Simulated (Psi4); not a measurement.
**GeH2ClO (SMILES [O][GeH2][Cl]) at UTPSSh/def2-SVPD**

Aim: the vertical electron affinity of GeH2ClO at UTPSSh/def2-SVPD, from 2 runs. Input form: a Python script.

The results are computed with Psi4 1.11.

1 further run of the same task is left out (set aside as unsound or not needed).

### Step 1. The system as given

The species is GeH2ClO (5 atoms), meant as a doublet with charge 0. SMILES: `[O][GeH2][Cl]`. Geometry: relaxed at PBE0-D4/def2-TZVP.

Bond lengths: O1–Ge2 1.781 Å, Ge2–Cl3 2.144 Å, Ge2–H4 1.531 Å, Ge2–H5 1.531 Å. Angles: O1–Ge2–Cl3 110.8°, O1–Ge2–H4 106.5°, O1–Ge2–H5 106.5°, Cl3–Ge2–H4 108.2°, Cl3–Ge2–H5 108.2°, H4–Ge2–H5 116.7°.

### Step 2. A single-point energy at UTPSSh/def2-SVPD

File clgeh2o.xyz:

```xyz
5
ClGeH2O
O     -0.272400    -0.591800     1.625500
Ge     0.123700    -0.081200    -0.034500
Cl    -1.347100     1.290100    -0.778900
H      0.081000    -1.343800    -0.899000
H      1.464600     0.653000     0.045400
```

File job.py:

```python
import psi4

psi4.set_memory('2200 MB')
psi4.set_num_threads(1)
psi4.core.set_output_file('run.log', False)

with open('clgeh2o.xyz') as f:
    atoms = ''.join(f.readlines()[2:])
molecule = psi4.geometry('0 2\n' + atoms + 'symmetry c1\nno_reorient\nno_com')

psi4.set_options({
    'reference': 'uks',
    'puream': True,
    'e_convergence': 1e-09,
    'd_convergence': 1e-08,
    'scf_type': 'pk',
    'dft_radial_points': 99,
    'dft_spherical_points': 590,
    'maxiter': 100,
})

E, wfn = psi4.energy("tpssh/def2-SVPD", molecule=molecule, return_wfn=True)
print('E =', round(E, 9))
```

Run with:

```console
$ python job.py
```

run.log:

```text
[...]
  Running in c1 symmetry.
[...]
  Nuclear repulsion =  264.047620248749411
[...]
  Multiplicity = 2
[...]
  Nalpha       = 30
  Nbeta        = 29
[...]
    Number of basis functions: 104
[...]
   @UKS iter   1: -2611.29024946686695   -1.48457e+00   2.48409e-02 DIIS/ADIIS
[...]
   @UKS iter  15: -2613.13822451951637   -5.00222e-12   4.55942e-09 DIIS
[...]
   @S^2 Observed:                7.539556257E-01
[...]
    Orbital Energies [Eh]
    ---------------------
    Alpha Occupied:
       1A   -398.494040     2A   -101.368528     3A    -49.630216
       4A    -44.135926     5A    -44.135501     6A    -44.134800
       7A    -19.141839     8A     -9.392281     9A     -7.145860
      10A     -7.138920    11A     -7.138597    12A     -6.216281
      13A     -4.386340    14A     -4.384610    15A     -4.381767
      16A     -1.224848    17A     -1.220520    18A     -1.217212
      19A     -1.215989    20A     -1.215719    21A     -0.955551
      22A     -0.807982    23A     -0.554010    24A     -0.434182
      25A     -0.398349    26A     -0.392836    27A     -0.371093
      28A     -0.330002    29A     -0.319319    30A     -0.315240
    Alpha Virtual:
[...]
  @UKS Final Energy: -2613.13822451951637
   => Energetics <=
    Nuclear Repulsion Energy =            264.0476202487494106
    One-Electron Energy =               -4159.1492164068658894
    Two-Electron Energy =                1387.1363974233629506
    DFT Exchange-Correlation Energy =    -105.1730257847624159
    Empirical Dispersion Energy =           0.0000000000000000
    VV10 Nonlocal Energy =                  0.0000000000000000
    Total Energy =                      -2613.1382245195159157
[...]
 Multipole Moments:
 ------------------------------------------------------------------------------------
     Multipole            Electronic (a.u.)      Nuclear  (a.u.)        Total (a.u.)
 ------------------------------------------------------------------------------------
 L = 1.  Multiply by 2.5417464519 to convert [e a0] to [Debye]
 Dipole X            :         37.6880761          -36.9930897            0.6949864
 Dipole Y            :        -26.5339249           26.2824999           -0.2514250
 Dipole Z            :          3.6609460           -4.1477599           -0.4868138
 Magnitude           :                                                    0.8849906
[...]
```

The script printed:

```text
E = -2613.13822452
```

Run time: 96 s. Hardware: 1 thread of Intel Xeon Platinum 8259CL at 2.50GHz (Skylake/Cascade Lake), shared host; peak memory 1.1 GiB.

### Step 3. The singlet anion, same level

File clgeh2o.py:

```python
import psi4

psi4.set_memory(2200000000)
psi4.set_num_threads(1)
psi4.core.set_output_file('output.dat', False)

m = psi4.geometry("""
-1 1
O     -0.272400    -0.591800     1.625500
Ge     0.123700    -0.081200    -0.034500
Cl    -1.347100     1.290100    -0.778900
H      0.081000    -1.343800    -0.899000
H      1.464600     0.653000     0.045400
symmetry c1
no_reorient
no_com
""")

options = {'basis': 'def2-SVPD', 'reference': 'rks', 'puream': True, 'e_convergence': 1e-09, 'd_convergence': 1e-08, 'scf_type': 'pk', 'dft_radial_points': 99, 'dft_spherical_points': 590}
psi4.set_options(options)

result, w = psi4.energy("tpssh", molecule=m, return_wfn=True)
psi4.oeprop(w, "WIBERG_LOWDIN_INDICES", "MAYER_INDICES", "QUADRUPOLE", title="TPSSH")
print('E =', round(result, 9))
```

Run with:

```console
$ python clgeh2o.py
```

output.dat:

```text
[...]
  Running in c1 symmetry.
[...]
  Nuclear repulsion =  264.047620248749411
[...]
  Multiplicity = 1
[...]
  Nalpha       = 30
  Nbeta        = 30
[...]
    Number of basis functions: 104
[...]
   @RKS iter   1: -2611.56725994845692   -1.76158e+00   2.46822e-02 DIIS/ADIIS
[...]
   @RKS iter  15: -2613.24307776500063    9.09495e-13   7.32919e-10 DIIS
[...]
    Orbital Energies [Eh]
    ---------------------
    Doubly Occupied:
       1A   -398.255804     2A   -101.181027     3A    -49.391478
       4A    -43.897959     5A    -43.896317     6A    -43.895892
       7A    -18.787491     8A     -9.205601     9A     -6.958210
      10A     -6.952552    11A     -6.952537    12A     -5.978194
      13A     -4.150094    14A     -4.144657    15A     -4.143394
      16A     -0.984955    17A     -0.981827    18A     -0.981601
      19A     -0.977473    20A     -0.975960    21A     -0.627842
      22A     -0.592820    23A     -0.328834    24A     -0.195589
      25A     -0.190985    26A     -0.152170    27A     -0.131296
      28A     -0.076766    29A     -0.014418    30A     -0.006577
[...]
  @RKS Final Energy: -2613.24307776500063
   => Energetics <=
    Nuclear Repulsion Energy =            264.0476202487494106
    One-Electron Energy =               -4173.0308550918425681
    Two-Electron Energy =                1401.1431136913658975
    DFT Exchange-Correlation Energy =    -105.4029566132736306
    Empirical Dispersion Energy =           0.0000000000000000
    VV10 Nonlocal Energy =                  0.0000000000000000
    Total Energy =                      -2613.2430777650010896
[...]
 Multipole Moments:
 ------------------------------------------------------------------------------------
     Multipole            Electronic (a.u.)      Nuclear  (a.u.)        Total (a.u.)
 ------------------------------------------------------------------------------------
 L = 1.  Multiply by 2.5417464519 to convert [e a0] to [Debye]
 Dipole X            :         38.0400716          -36.9930897            1.0469820
 Dipole Y            :        -26.1757520           26.2824999            0.1067479
 Dipole Z            :          2.4349357           -4.1477599           -1.7128241
 Magnitude           :                                                    2.0103067
 L = 2.  Multiply by 1.3450342976 to convert [e a0^2] to [Debye ang]
 Quadrupole XX       :       -154.7094571          121.7176567          -32.9918004
 Quadrupole XY       :        100.3544672          -99.0200161            1.3344511
[...]
```

On the terminal:

```text
E = -2613.243077765
```

Run time: 60 s. Hardware: 1 thread of Intel Xeon Platinum 8259CL at 2.50GHz (Skylake/Cascade Lake), shared host; peak memory 1.1 GiB.

### Step 4. What came out

Level: UTPSSh/def2-SVPD.

```
                                                            quantity           value
                                       doublet GeH2ClO: total energy  -2613.13822 Eh
                                      doublet GeH2ClO: dipole moment          2.25 D
                 doublet GeH2ClO: HOMO energy (highest over α and β)        -8.32 eV
                  doublet GeH2ClO: LUMO energy (lowest over α and β)        -5.59 eV
                                               doublet GeH2ClO: ⟨S²⟩           0.754
                                         singlet anion: total energy  -2613.24308 Eh
                                          singlet anion: HOMO energy        -0.18 eV
                                          singlet anion: LUMO energy         4.08 eV
singlet anion: HOMO–LUMO gap (to an unbound level, set by the basis)         4.26 eV
                   vertical electron affinity (to the singlet anion)        2.853 eV
```

In words: At fixed nuclei the extra electron is bound by 2.85 eV (66 kcal/mol).
